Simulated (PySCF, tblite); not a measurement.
# C5H7O2S radical: geometry, infrared bands and EPR parameters

What infrared bands and EPR parameters should C5H7O2S radical (`COC1=C([S@](C)=O)[CH]1`) show?

Programs: tblite 0.8.0 and PySCF 2.14.0, with density-fitted response routines of our own. Each step states its level of theory. These are calculated values for one molecule in the gas phase, unless marked as measured. Atoms are numbered from 0 throughout.

**1. Starting geometry**

15 atoms, charge 0, multiplicity 2; geometry from: force field or distance geometry start.

Bonds of the start (Å): C0–O1 1.41, O1–C2 1.38, C2–C3 1.32, C3–S4 1.76, S4–C5 1.81, S4–O6 1.50, C3–C7 1.42, C7–C2 1.42, C0–H8 1.10, C0–H9 1.09, C0–H10 1.10, C5–H11 1.09, C5–H12 1.10, C5–H13 1.09, C7–H14 1.08.

**2. Relaxing the molecule with GFN2-xTB**

The job: settings as JSON, then the geometry in Å.

```
{"job": {"kind": "relax", "xc": "GFN2-xTB", "basis": "xTB"}, "charge": 0, "multiplicity": 2}
C     -2.472700     0.396000    -0.473900
O     -1.607500    -0.317300     0.375100
C     -0.662100    -0.971100    -0.380700
C      0.635300    -0.975100    -0.128700
S      1.348300    -0.013900     1.164100
C      2.093700     1.232100     0.077000
O      2.467200    -0.833600     1.722800
C     -0.088400    -2.181200     0.085800
H     -3.007200    -0.282900    -1.149100
H     -1.939500     1.157000    -1.040000
H     -3.225000     0.906300     0.148900
H      2.768000     0.751900    -0.635300
H      2.663100     1.931100     0.709300
H      1.318900     1.780100    -0.451600
H     -0.296500    -2.571300     1.069600
```

The run is started by

```sh
$ OMP_NUM_THREADS=1 python probes_run.py task.json out
```

The driver reads the jobs from task.json and runs them one after another.

What it wrote:

```text
step      E/eV     max force
  0    -690.71004    4.434
  1    -690.94218    3.192
  2    -691.15106    2.343
  3    -691.03562    9.802
  4    -691.49915    1.294
  5    -691.61247    1.161
  6    -691.90205    1.759
  7    -691.98401    1.067
  8    -692.11668    1.164
  9    -692.25036    1.330
 10    -692.32713    0.959
 11    -692.37575    0.651
 12    -692.44358    0.944
 13    -692.49198    1.067
 14    -692.55022    0.924
 15    -692.60221    0.570
 16    -692.63813    0.615
 17    -692.66899    0.696
 18    -692.71253    0.730
 19    -692.75146    0.586
 20    -692.77431    0.361
 21    -692.79425    0.391
 22    -692.80702    0.386
 23    -692.81999    0.262
 24    -692.82661    0.303
 25    -692.83403    0.366
 26    -692.83951    0.302
 27    -692.84469    0.223
 28    -692.84989    0.210
 29    -692.85596    0.250
 30    -692.86245    0.303
 31    -692.86938    0.265
 32    -692.87567    0.254
 33    -692.88100    0.201
 34    -692.88560    0.161
 35    -692.89013    0.171
 36    -692.89470    0.206
 37    -692.89887    0.175
 38    -692.90243    0.177
 39    -692.90618    0.157
 40    -692.91061    0.219
 41    -692.91561    0.246
 42    -692.92024    0.163
 43    -692.92412    0.176
 44    -692.92788    0.201
 45    -692.93295    0.284
 46    -692.93937    0.313
 47    -692.94629    0.208
 48    -692.95073    0.139
 49    -692.95365    0.225
 50    -692.95600    0.132
 51    -692.95870    0.141
 52    -692.96038    0.113
 53    -692.96116    0.068
 54    -692.96181    0.058
 55    -692.96238    0.061
 56    -692.96295    0.079
 57    -692.96340    0.062
 58    -692.96382    0.051
 59    -692.96429    0.069
 60    -692.96484    0.089
 61    -692.96538    0.085
 62    -692.96578    0.056
 63    -692.96603    0.036
 64    -692.96622    0.036
 65    -692.96638    0.037
 66    -692.96653    0.037
 67    -692.96668    0.041
 68    -692.96686    0.051
 69    -692.96705    0.052
 70    -692.96720    0.038
 71    -692.96729    0.024
 72    -692.96735    0.021
 73    -692.96741    0.025
 74    -692.96746    0.022
 75    -692.96749    0.015
 76    -692.96752    0.017
 77    -692.96755    0.017
 78    -692.96761    0.022
 79    -692.96767    0.024
 80    -692.96772    0.022
 81    -692.96776    0.019
 82    -692.96783    0.030
 83    -692.96796    0.048
 84    -692.96818    0.057
 85    -692.96850    0.056
 86    -692.96886    0.053
 87    -692.96930    0.059
 88    -692.96996    0.082
 89    -692.97106    0.135
 90    -692.97230    0.125
 91    -692.97031    0.267
 92    -692.97369    0.070
 93    -692.97398    0.067
 94    -692.97437    0.054
 95    -692.97459    0.048
 96    -692.97487    0.040
 97    -692.97506    0.021
 98    -692.97513    0.021
 99    -692.97520    0.021
100    -692.97528    0.024
101    -692.97537    0.035
102    -692.97545    0.032
103    -692.97555    0.027
104    -692.97563    0.026
105    -692.97577    0.029
106    -692.97594    0.037
107    -692.97615    0.039
108    -692.97622    0.064
109    -692.97644    0.057
110    -692.97660    0.028
111    -692.97675    0.021
112    -692.97716    0.050
113    -692.97743    0.053
114    -692.97767    0.089
115    -692.97844    0.068
116    -692.97911    0.061
117    -692.97837    0.193
118    -692.98006    0.129
119    -692.98057    0.069
120    -692.98126    0.060
121    -692.98123    0.199
122    -692.98275    0.052
123    -692.98371    0.045
124    -692.98208    0.325
125    -692.98570    0.084
126    -692.98671    0.060
127    -692.97422    0.518
128    -692.98737    0.044
129    -692.98784    0.036
130    -692.98473    0.271
131    -692.98859    0.029
132    -692.98896    0.031
133    -692.98922    0.109
134    -692.98964    0.051
135    -692.98989    0.043
136    -692.99120    0.058
137    -692.99160    0.053
138    -692.99195    0.052
139    -692.99226    0.052
140    -692.99283    0.046
141    -692.99340    0.056
142    -692.99370    0.050
143    -692.99385    0.038
144    -692.99396    0.027
145    -692.99408    0.018
146    -692.99421    0.024
147    -692.99434    0.031
148    -692.99442    0.026
149    -692.99449    0.020
150    -692.99452    0.013
151    -692.99455    0.017
152    -692.99458    0.021
153    -692.99462    0.022
154    -692.99466    0.017
155    -692.99469    0.013
156    -692.99471    0.012
157    -692.99473    0.012
158    -692.99476    0.015
159    -692.99483    0.021
160    -692.99494    0.029
161    -692.99510    0.041
162    -692.99530    0.039
163    -692.99552    0.033
164    -692.99576    0.031
165    -692.99591    0.043
166    -692.99587    0.075
167    -692.99624    0.044
168    -692.99639    0.026
169    -692.99654    0.022
170    -692.99668    0.030
171    -692.99675    0.025
172    -692.99680    0.043
173    -692.99687    0.010
174    -692.99690    0.011
175    -692.99692    0.014
176    -692.99694    0.009
```

It took 0.97 s on 1 thread of Arm Neoverse V2, shared host.

Step by step: (not every step is listed) (the energy doesn't fall at every step)

| step | energy from step 0 (eV) | largest force (eV/Å) |
| --- | --- | --- |
| 0 | 0.0000 | 4.4340 |
| 1 | -0.2321 | 3.1921 |
| 2 | -0.4410 | 2.3434 |
| 3 | -0.3256 | 9.8025 |
| 4 | -0.7891 | 1.2944 |
| 5 | -0.9024 | 1.1614 |
| 6 | -1.1920 | 1.7586 |
| 7 | -1.2740 | 1.0668 |
| 8 | -1.4066 | 1.1638 |
| 24 | -2.1166 | 0.3027 |
| 40 | -2.2006 | 0.2192 |
| 56 | -2.2529 | 0.0790 |
| 72 | -2.2573 | 0.0207 |
| 88 | -2.2599 | 0.0822 |
| 104 | -2.2656 | 0.0262 |
| 120 | -2.2712 | 0.0599 |
| 136 | -2.2812 | 0.0579 |
| 152 | -2.2845 | 0.0211 |
| 168 | -2.2863 | 0.0263 |
| 171 | -2.2867 | 0.0249 |
| 172 | -2.2868 | 0.0429 |
| 173 | -2.2868 | 0.0104 |
| 174 | -2.2869 | 0.0108 |
| 175 | -2.2869 | 0.0137 |
| 176 | -2.2869 | 0.0092 |

Distances of close pairs at the start and the end, largest changes first:

| bond | before (Å) | after (Å) | change (Å) |
| --- | --- | --- | --- |
| C2–C3 | 1.322 | 1.445 | +0.123 |
| C3–S4 | 1.762 | 1.845 | +0.084 |
| C2–C7 | 1.418 | 1.335 | -0.083 |
| O1–C2 | 1.376 | 1.304 | -0.071 |
| C3–C7 | 1.423 | 1.472 | +0.050 |
| S4–C5 | 1.814 | 1.845 | +0.031 |
| S4–O6 | 1.495 | 1.469 | -0.027 |
| C7–H14 | 1.079 | 1.060 | -0.018 |

The end geometry stands in the next job.

**3. Vibrational analysis with GFN2-xTB**

The job: settings as JSON, then the geometry in Å.

```
{"job": {"kind": "ir", "xc": "GFN2-xTB", "basis": "xTB"}, "charge": 0, "multiplicity": 2}
C     -2.729288     0.287031    -0.394862
O     -2.217448    -1.025124    -0.181473
C     -0.917880    -1.124611    -0.134215
C      0.365712    -0.467844    -0.228906
S      0.999414     0.725737     1.027621
C      2.531419     1.098612     0.069489
O      1.428999    -0.102597     2.161727
C      0.154170    -1.895366     0.063733
H     -3.812827     0.194818    -0.374146
H     -2.405262     0.672444    -1.364304
H     -2.396613     0.965349     0.393914
H      3.057580     0.169279    -0.116541
H      3.147576     1.770089     0.658635
H      2.235746     1.567146    -0.861603
H      0.554287    -2.826974     0.374123
```

What it wrote:

```text
mode    cm-1     km/mol
  1      19.7      4.68
  2      57.5      0.32
  3      86.7      1.11
  4     129.8      5.53
  5     144.3      0.87
  6     180.8      3.43
  7     201.9      4.92
  8     271.6      3.20
  9     337.2     17.25
 10     404.7      9.14
 11     430.9      7.04
 12     536.4     34.89
 13     557.7      2.66
 14     587.1     32.68
 15     673.9     66.96
 16     758.2      7.08
 17     879.8     17.20
 18     886.0     15.76
 19     908.1      5.53
 20    1003.3     32.07
 21    1106.2    329.93
 22    1117.2     24.51
 23    1118.9     32.28
 24    1185.2    205.41
 25    1223.7     22.96
 26    1279.3      3.06
 27    1394.8      1.22
 28    1434.6      4.01
 29    1442.3      5.67
 30    1452.7     11.49
 31    1460.4      8.95
 32    1842.6    373.86
 33    2975.3     19.63
 34    2984.1     16.64
 35    3045.8      6.70
 36    3052.3      3.15
 37    3066.4      3.54
 38    3077.8      9.03
 39    3250.7      0.97
```

Wall time 0.4 s (1 thread of Arm Neoverse V2, shared host).

Which atoms move in the most intense modes:

| cm⁻¹ | km/mol | atoms |
| --- | --- | --- |
| 536 | 34.9 | C3 51 %, C2 25 %, S4 11 % |
| 587 | 32.7 | H14 74 %, C7 22 % |
| 674 | 67.0 | C5 50 %, S4 33 % |
| 1003 | 32.1 | C0 32 %, O1 28 %, C2 11 %, H8 11 % |
| 1106 | 329.9 | O6 48 %, S4 25 % |
| 1119 | 32.3 | H10 32 %, C0 17 %, H8 11 %, H9 11 % |
| 1185 | 205.4 | O1 25 %, C3 24 %, C7 15 %, H8 10 % |
| 1843 | 373.9 | C2 63 %, C7 21 % |

**4. g tensor and hyperfine couplings: B3LYP/pcH-1**

Same as in step 3 but for these lines:

```diff
@@ -1,2 +1,2 @@
-{"job": {"kind": "ir", "xc": "GFN2-xTB", "basis": "xTB"}, "charge": 0, "multiplicity": 2}
+{"job": {"kind": "epr", "basis": "pcH-1"}, "charge": 0, "multiplicity": 2}
 C     -2.729288     0.287031    -0.394862
```

Level: UKS B3LYP, pcH-1 on C H O S, non-relativistic, mean-field spin-orbit, GIAO.

What it wrote:

```text
UKS, coarse grid
  cycle   1  E = -742.98540153  |g| = 7.58e-01
  cycle   2  E = -741.58820478  |g| = 1.91e+00
  cycle   3  E = -743.13860922  |g| = 3.34e-01
  cycle   4  E = -743.18583721  |g| = 1.34e-01
  cycle   5  E = -743.19316264  |g| = 3.16e-02
  cycle   6  E = -743.19357350  |g| = 1.21e-02
  cycle   7  E = -743.19364539  |g| = 4.64e-03
  cycle   8  E = -743.19365862  |g| = 1.90e-03
  cycle   9  E = -743.19366067  |g| = 1.17e-03
  cycle  10  E = -743.19366146  |g| = 4.36e-04
UKS, final grid
  cycle   1  E = -743.19369748  |g| = 8.25e-04
  cycle   2  E = -743.19369642  |g| = 1.80e-03
  cycle   3  E = -743.19369778  |g| = 1.36e-04
  cycle   4  E = -743.19369779  |g| = 4.72e-05
  cycle   5  E = -743.19369779  |g| = 2.81e-05
E = -743.19369779 Eh   <S^2> = 0.7572 (exact 0.7500)
g shifts (ppm)      1          2          3
  rmc          -188       -188       -188
  gc             14          6         12
  oz_so        -313        709       2866
  total        -487        527       2690
hyperfine (MHz)  atom isotope    a_iso     a_fc   dipolar eigenvalues
    0   13C      -0.56      -0.56     -0.55     -0.03      0.58
    1   17O      -2.35      -2.35     -1.79     -0.20      1.99
    2   13C     -19.70     -19.69    -12.37     -0.10     12.48
    3   13C     306.79     306.83    -49.32    -42.57     91.89
    4   33S       9.72       9.95    -15.63    -14.28     29.91
    5   13C      20.74      20.75     -1.05     -0.87      1.92
    6   17O      -3.84      -3.57    -32.86     15.38     17.48
    7   13C      23.38      23.42    -26.31    -23.95     50.25
    8    1H      -0.20      -0.20     -0.83     -0.70      1.53
    9    1H       2.14       2.14     -1.73     -1.30      3.03
   10    1H       0.09       0.09     -1.41     -1.32      2.73
   11    1H       2.16       2.15     -3.14     -2.18      5.32
   12    1H      -0.94      -0.94     -1.67     -1.33      3.00
   13    1H       2.40       2.39     -3.77     -1.68      5.44
   14    1H     -25.49     -25.49    -13.78     -0.88     14.66
```

It took 79 s on 1 thread of Arm Neoverse V2, shared host; peak memory 1.1 GiB.

Principal g values 2.00183, 2.00285, 2.00501; g(iso) = 2.00323, against 2.00232 for a free electron.

Hyperfine couplings; where a row names several nuclei, a(iso) is their mean (it holds for fast rotation or exchange) and the dipolar term the largest among them:

| nuclei | isotope | a(iso) (MHz) | a(iso) (G, at g = 2.0023) | largest dipolar term (MHz) |
| --- | --- | --- | --- | --- |
| C3 | 13C | 306.8 | 109.5 | 91.9 |
| H14 | 1H | -25.5 | -9.1 | 14.7 |
| C7 | 13C | 23.4 | 8.3 | 50.3 |
| C5 | 13C | 20.7 | 7.4 | 1.9 |
| C2 | 13C | -19.7 | -7.0 | 12.5 |
| S4 | 33S | 9.7 | 3.5 | 29.9 |
| O6 | 17O | -3.8 | -1.4 | -32.9 |
| O1 | 17O | -2.4 | -0.8 | 2.0 |
| H11, H12, H13 | 1H | 1.2 | 0.4 | 5.4 |
| H8, H9, H10 | 1H | 0.7 | 0.2 | 3.0 |
| C0 | 13C | -0.6 | -0.2 | 0.6 |

Mulliken spin populations:

C0 0.00; O1 0.00; C2 -0.02; C3 0.57; S4 0.09; C5 0.00; O6 0.09; C7 0.29; H8 0.00; H9 0.00; H10 0.00; H11 0.01; H12 0.00; H13 0.00; H14 -0.01

In first order the couplings over 0.8 MHz of 1H give 8 distinct lines over 10.4 G, if the averaged nuclei exchange fast.

Orbitals, density, ELF and potential are computed afterwards from the orbital file.

ELF in a plane through or near 7 of the atoms.

Ten even steps from '0' (0.00) to '9' (1.00):
```
0000000000000000000000000000
0000000000000000000000000000
0000000000000100000000000000
0000000000028983000000000000
0000000000059996100000000000
0000000000038995200000000000
0000000000015627720231000000
0000000000026768645885000000
0000016620036565273484000000
0000017863368578647741121000
0000015767668755106647996000
0000489636633210025829998100
0001799965222100036548996000
0000388532000000011111320000
0000011000000000000000000000
0000000000000000000000000000
0000000000000000000000000000
0000000000000000000000000000
0000000000000000000000000000
0000000000000000000000000000
```
The map spans 12.7 Å across and 11.0 Å up, centred on the molecule. Atoms in the plane (x, y in Å): C0 (2.7, -0.7), O1 (2.4, 0.7), C2 (1.1, 0.9), C5 (-2.6, -0.7), C7 (0.2, 1.9), H8 (3.8, -0.8), H14 (-0.1, 2.9).

On the surface of density 0.002 e/bohr³ the electrostatic potential runs, from the 1st to the 99th percentile, from -2.15 V near O6 to 1.30 V near H8.

The spin density lies nearest to C3 48 %; C7 20 %; S4 10 %; O6 8 %.

**5. Summary of results**

| quantity | value |
| --- | --- |
| strongest single infrared mode (GFN2-xTB) | 1843 cm⁻¹, 374 km/mol |
| zero-point energy (GFN2-xTB) | 66.6 kcal/mol |
| g(iso) (B3LYP) | 2.00323 |
| ⟨S²⟩ | 0.757 (exact 0.75) |
| largest a(iso) (averaged by class) | 13C on C3, 306.8 MHz |
| surface potential, 1st and 99th percentile | -2.15 V and 1.30 V |

In words: The optimisation took 176 steps and gained 2.287 eV; among the close pairs (by a distance rule), C2–C3 changed most, from 1.322 to 1.445 Å. No mode is imaginary among the 39: a minimum at this level. The strongest single mode, at 1843 cm⁻¹, moves mainly C2. GFN2-xTB is a fitted tight-binding method: band positions and strengths are rough. Its intensities can rank the bands wrongly. C3 carries the largest spin population, 0.57 e. The isotropic g lies 0.9 ppt above the free-electron value.
